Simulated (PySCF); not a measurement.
# The bond of TeH, level by level

An exercise on one series of results from a longer session: the logs are not shown, and one member is left open.

Computed with PySCF 2.14.0. Level: Te x2c-TZVPPall, H x2c-TZVPPall, spin-free X2C with a Gaussian nucleus.

The first run:

Settings of the job:

```
atoms                         : Te, H
charge                        : 0
basis                         : Te x2c-TZVPPall, H x2c-TZVPPall
Hamiltonian                   : spin-free X2C with a Gaussian nucleus
basis functions               : 74
electrons treated             : 53
masses in u                   : 129.9062, 1.0078
levels                        : PBE0, PBE, r²SCAN, LDA, TPSSh, M06-2X, M06-L, ωB97X, HF, MP2, SCS-MP2, CCSD, CCSD(T)
grid                          : 80 radial by 434 angular points
occupations                   : held fixed by the projection of orbital angular momentum
dissociation limit            : Te + H, each in its ground configuration
starting distance in angstrom : 1.640
values of 2S to try           : 1, 3
```

The run is started by

```
OMP_NUM_THREADS=1 python dia.py task.json out
```

Steps of the session up to this table: Input; First curve: PBE0; Other states along the same grid; PBE; r²SCAN (meta-GGA); LDA; TPSSh (hybrid meta-GGA); M06-2X; M06-L; ωB97X; UHF; Correlated methods on the Hartree–Fock reference.

One of the session's tables, all rows but one given; the rest of the session is left out.

| level | Re (Å) | ωe (cm⁻¹) | De (eV) |
| --- | --- | --- | --- |
| UHF | 1.648 | 2254 | 1.88 |
| UHF-MP2 | 1.638 | 2233 | 2.76 |
| UHF-SCS-MP2 | 1.643 | 2210 | 2.84 |
| UHF-CCSD | 1.649 | 2171 | 2.86 |
| UHF-CCSD(T) | 1.652 | 2148 | 2.91 |
| LDA | 1.668 | 2091 | 3.50 |
| PBE | ? | ? | ? |
| r²SCAN | 1.662 | 2134 | 2.94 |
| M06-L | 1.668 | 2131 | 2.99 |
| TPSSh | 1.662 | 2137 | 3.08 |
| PBE0 | 1.660 | 2154 | 2.92 |
| M06-2X | 1.655 | 2173 | 2.73 |
| ωB97X | 1.655 | 2192 | 3.03 |

Q: Estimate the row for PBE from the others.

**Answer.** Re (Å): 1.675; ωe (cm⁻¹): 2070; De (eV): 2.99. In the column «Re (Å)» it is the highest.

Caveats from the session: At some levels the lowest empty orbital lies below the highest filled one (the two can be of opposite spin).
